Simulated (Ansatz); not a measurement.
**K (fcc type): how the settings move a single-point run**

Aim: see which settings change the result for K (fcc type), by how much, and at what cost.

Program: Ansatz 0.2.0. Level of theory: reference: DFT, PBEsol, all-electron PAW with datasets made for the crystal, scalar-relativistic. These are calculated values, not measurements.

### Step 1. The starting structure

The structure is cubic, space group Fm-3m (No. 225). The conventional cell has a = 5.552 Å, b = 5.552 Å, c = 5.552 Å, α = 90.00°, β = 90.00°, γ = 90.00°. Around K (site symmetry m-3m) lie 12 K at 3.93 Å.

Coordinates:

```cif
data_structure
_symmetry_space_group_name_H-M 'P 1'
_symmetry_Int_Tables_number 1
_cell_length_a 3.9261
_cell_length_b 3.9261
_cell_length_c 3.9261
_cell_angle_alpha 60.000
_cell_angle_beta 60.000
_cell_angle_gamma 60.000
_cell_volume 42.79
loop_
_atom_site_label
_atom_site_type_symbol
_atom_site_fract_x
_atom_site_fract_y
_atom_site_fract_z
_atom_site_occupancy
K1 K 0.00000 0.00000 0.00000 1
```

### Step 2. Baseline

input.yaml reads:

```yaml
crystal:
  lattice:
    - [0.0, 2.7761970325, 2.7761970325]
    - [2.7761970325, 0.0, 2.7761970325]
    - [2.7761970325, 2.7761970325, 0.0]
  atoms:
    - { symbol: K, position: [0.0, 0.0, 0.0] }
kpoints:
  mp_grid: { grid: [11, 11, 11] }
scf:
  occupations: { method: fermi_dirac, width: 0.1 }
hamiltonian:
  xc: pbesol
  pseudopotentials: { kind: all_electron, datasets: crystal }
output:
  forces: true
  stress: true
  eigenvalues: true
```

Launch:

```
$ ansatz run input.yaml --threads 1 --pin off --max-ram 2048MiB --backend cpu --events-out ev --progress --plain --runs-dir out
```

### Step 3. Changing settings: dispersion d3bjatm

Edit input.yaml of step 2 so:

```diff
@@ -14,2 +14,3 @@
   pseudopotentials: { kind: all_electron, datasets: crystal }
+  dispersion: d3bjatm
 output:
```

**Question.** What will these runs give? Wanted: for each run, ending; energy change; pressure; gap; force.

The runs gave:

| run | ending | energy change | pressure (GPa) | gap (eV) | force (eV/Å) | cycles | time |
| --- | --- | --- | --- | --- | --- | --- | --- |
| reference | converged | 0 | 4.8 | 0.00 | 0.00 | 6 | 2.8 s |
| 1: dispersion d3bjatm | converged | -208.4 meV/atom (offset of the dispersion model) | 4.0 | 0.00 | 0.00 | 6 | 3 s |

Residual by cycle in the longest SCF loop of each run; runs are numbered as in the table. The quantity is the density residual dr2, in eV.

| cycle | reference | run 1 |
| --- | --- | --- |
| 1 | 0.0434 | 0.0434 |
| 2 | 0.0174 | 0.0174 |
| 3 | 3.6e-4 | 3.6e-4 |
| 4 | 3.0e-5 | 3.0e-5 |
| 5 | 2.2e-7 | 2.2e-7 |
| 6 | 1.8e-9 | 1.8e-9 |

**Reading.** The energy moves by -208.4 meV/atom, nearly all of it the dispersion term itself (-208.4 meV/atom); that offset belongs to the model and is no gain or loss of stability; the pressure goes from 4.8 to 4.0 GPa.
